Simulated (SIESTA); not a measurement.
The system is Ta3AsAu2O13.

```
CELL_PARAMETERS angstrom
5.72385 -0.00745 -0.00403
1.30279 6.25499 0.00561
0.27574 1.30074 8.36754
ATOMIC_POSITIONS crystal
Ta 0.21713 0.30521 0.58431
Ta 0.03325 0.11123 0.99855
Ta 0.58248 0.62145 0.50482
As 0.58707 0.89691 0.83049
Au 0.58004 0.09228 0.18613
Au 0.04485 0.82077 0.44682
O 0.66201 0.69726 0.71088
O 0.51632 0.13418 0.69625
O 0.85098 0.88773 0.91932
O 0.34466 0.87003 0.94651
O 0.73015 0.29240 0.03095
O 0.24622 0.21809 0.11075
O 0.12900 0.09398 0.49104
O 0.48032 0.38887 0.43499
O 0.05966 0.26685 0.78594
O 0.93330 0.53240 0.45645
O 0.49975 0.85161 0.34971
O 0.25256 0.62988 0.62473
O 0.91878 0.95175 0.22636
```

The cell was built by a generator and needn't be a form met in nature.

Base run:

```yaml
Program: SIESTA 5.4.2
Functional: PBE
Potentials_or_basis: PseudoDojo 0.4 standard (PBE files)
Basis: DZP (energy shift 0.003 Ry; two zetas on semicore shells)
Grid_cutoff: 800 Ry
Energy_shift: 0.003 Ry
k_mesh: 5 × 5 × 4
Occupations: fermi-dirac, width 0.05 eV
Spin: no spin polarisation
```

Its results: band gap on the k mesh 1.16 eV, indirect (least direct gap 1.21 eV); pressure 3.8 GPa; largest force 0.857 eV/Å.

Problem. The run is repeated on the same cell with these changes: functional from PBE to RPBE. What comes out?

Solution. Band gap on the k mesh 1.18 eV, indirect (least direct gap 1.23 eV); pressure 6.4 GPa; largest force 0.981 eV/Å.

RPBE binds less tightly than PBE, so the same cell stands under more pressure.

Caveats: short orbitals over semicore shells can move pressures by several GPa; spin-orbit coupling is left out, which moves the levels of the heavy elements; the basis of atomic orbitals isn't converged, which shifts pressures, moduli and gaps; the potentials were made for another functional, which shifts forces and pressure (some runs).
